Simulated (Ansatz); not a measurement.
**CH₅GeNO₂: small, medium and large basis sets**

The task here is to estimate one member of a computed series from the others.

Method: one geometry, several basis sets; program: Ansatz 0.2.0, Gaussian basis.

Levels to be run: PBE0-D4/def2-SVP; ωB97M-V/def2-SVP; PBE0-D4/def2-QZVPP; ωB97M-V/def2-QZVPP; the functionals' def2-TZVPP values are taken from earlier runs.

### The relaxed structure

All runs share one geometry, relaxed beforehand with PBE0-D4 in a triple-zeta def2 set.

SMILES `NC(=O)[O][GeH3]`, 10 atoms, charge 0, spin multiplicity 1.

Atoms are counted from 1 here; the program's logs count them from 0.

Bond lengths: N1–C2 1.350 Å, N1–H6 1.002 Å, N1–H7 1.002 Å, C2–O3 1.215 Å, C2–O4 1.334 Å, O4–Ge5 1.828 Å, Ge5–H8 1.529 Å, Ge5–H9 1.529 Å, Ge5–H10 1.535 Å. Angles: C2–N1–H6 118.6°, C2–N1–H7 120.8°, H6–N1–H7 120.6°, N1–C2–O3 124.6°, N1–C2–O4 112.6°, O3–C2–O4 122.8°, C2–O4–Ge5 111.7°, O4–Ge5–H8 109.4°, O4–Ge5–H9 109.4°, O4–Ge5–H10 99.9°, H8–Ge5–H9 113.9°, H8–Ge5–H10 111.7°, H9–Ge5–H10 111.7°.

Geometry (Å):

```
atom    x (Å)    y (Å)    z (Å)
  N1  -0.6296   1.1678  -1.6149
  C2  -0.5150   0.2587  -0.6236
  O3  -1.3527  -0.5806  -0.3578
  O4   0.6323   0.3731   0.0465
 Ge5   0.7657  -0.8723   1.3785
  H6  -1.4663   1.1732  -2.1659
  H7   0.0895   1.8471  -1.7728
  H8   0.7662  -2.2726   0.7654
  H9  -0.3490  -0.6443   2.3994
 H10   2.1419  -0.5014   1.9483
```

Set-up of the first run:

File in.yaml:

```yaml
crystal:
  periodic: [false, false, false]
  atoms:
    - {symbol: N, position_ang: [-0.629640, 1.167764, -1.614927]}
    - {symbol: C, position_ang: [-0.514956, 0.258745, -0.623589]}
    - {symbol: O, position_ang: [-1.352678, -0.580598, -0.357789]}
    - {symbol: O, position_ang: [0.632314, 0.373094, 0.046465]}
    - {symbol: Ge, position_ang: [0.765683, -0.872288, 1.378454]}
    - {symbol: H, position_ang: [-1.466328, 1.173239, -2.165890]}
    - {symbol: H, position_ang: [0.089544, 1.847127, -1.772812]}
    - {symbol: H, position_ang: [0.766240, -2.272583, 0.765358]}
    - {symbol: H, position_ang: [-0.348983, -0.644340, 2.399409]}
    - {symbol: H, position_ang: [2.141904, -0.501358, 1.948322]}
basis:
  gaussian: {orbitals: def2-SVP}
hamiltonian: {xc: pbe0, dispersion: d4}
output: {orbitals: {seedname: orbitals}}
```

Among the steps run: PBE0-D4 in def2-SVP; ωB97M-V in def2-SVP; PBE0-D4 in def2-QZVPP; ωB97M-V in def2-QZVPP.

One of the session's tables, all rows but one given; the rest of the session is left out.

It belongs to the step «Functionals by basis». 

```
functional       basis  HOMO (eV)  LUMO (eV)
   PBE0-D4    def2-SVP          ?          ?
   PBE0-D4  def2-TZVPP      -8.01       0.23
   PBE0-D4  def2-QZVPP      -8.06      -0.06
   ωB97M-V    def2-SVP     -10.19       2.39
   ωB97M-V  def2-TZVPP     -10.42       1.95
   ωB97M-V  def2-QZVPP     -10.46       1.34
```

Estimate the missing values for PBE0-D4, def2-SVP.

**Answer.** HOMO (eV): -7.81; LUMO (eV): 0.51. In the column «HOMO (eV)» it is the highest.
